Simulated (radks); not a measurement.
# Taking charge from the 4p level of Nd¹⁶⁺ in fractions

The task here is to estimate one member of a computed series from the others.

Program: radks (a radial shooting solver on a logarithmic mesh, Libxc functionals) version 1. Level of theory: scalar-relativistic Kohn-Sham, PBE, spin-polarised, spherical densities, point nucleus; open shells are filled with parallel spins first. These are calculated values, not measurements, unless marked.

## The atom as given

```
element       : neodymium (Z = 60)
charge        : +16
electrons     : 44
configuration : [Ar] 3d10 4s2 4p(up 3, down 3) 4d8
```

A shell typed twice in an input gives spin up, then spin down.

Set-up of the first run:

Settings of this run:

```text
Z 60
configuration [Ar] 3d10 4s2 4p3 4p3 4d8
relativity scalar-relativistic
functional pbe,pbe
spin polarised
nucleus point
c 137.035999084
```

Among the steps run: Start: [Ar] 3d10 4s2 4p(up 3, down 3) 4d8.

One of the session's tables, all rows but one given; the rest of the session is left out.

It belongs to the step «Start: [Ar] 3d10 4s2 4p(up 3, down 3) 4d8». From the orbitals of this run (lengths in bohr):

| level | <r> | outermost maximum (interpolated) | 90 % within | nodes |
| --- | --- | --- | --- | --- |
| 3d up | 0.2410 | 0.196 | 0.376 | 0 |
| 3d down | 0.2409 | 0.196 | 0.376 | 0 |
| 4s up | ? | ? | ? | ? |
| 4s down | 0.5880 | 0.557 | 0.839 | 3 |
| 4p up | 0.6140 | 0.577 | 0.884 | 2 |
| 4p down | 0.6144 | 0.577 | 0.885 | 2 |
| 4d up | 0.6464 | 0.594 | 0.952 | 1 |
| 4d down | 0.6473 | 0.594 | 0.954 | 1 |

**Question.** Estimate the row for 4s up.

As computed: <r>: 0.5879; outermost maximum (interpolated): 0.557; 90 % within: 0.838; nodes: 3. In the column «<r>» it lies between 3d up (0.2410) and 4s down (0.5880).
